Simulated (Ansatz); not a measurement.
The system is BiTe.

```
Bi Te
1.0
     2.42271    1.39875    3.31729
    -2.42271    1.39875    3.31729
     0.00000   -2.79750    3.31729
Bi Te
1 1
Direct
  0.50000 0.50000 0.50000
  0.00000 0.00000 0.00000
```

The cell comes from a database or a generator and needn't be the stable form of this composition.

Base run:

| Quantity | Value |
| --- | --- |
| Program | Ansatz 0.2.0 |
| Functional | PBE |
| Potentials or basis | all-electron LAPW, scalar-relativistic |
| Cutoff | 174 eV |
| Density cutoff | 697 eV |
| Basis error allowed | 0.001 eV/atom |
| k mesh | 7 × 7 × 7 |
| Occupations | fermi-dirac, width 0.05 eV |
| Spin | no spin polarisation |

Its results: pressure 0.2 GPa.

**Question.** The run is repeated on the same cell with these changes: functional from PBE to PBEsol. What comes out?

**Answer.** Pressure -2.3 GPa.

PBEsol binds more tightly than PBE, so the same cell stands under less pressure.

Not every run made on this cell is shown here.
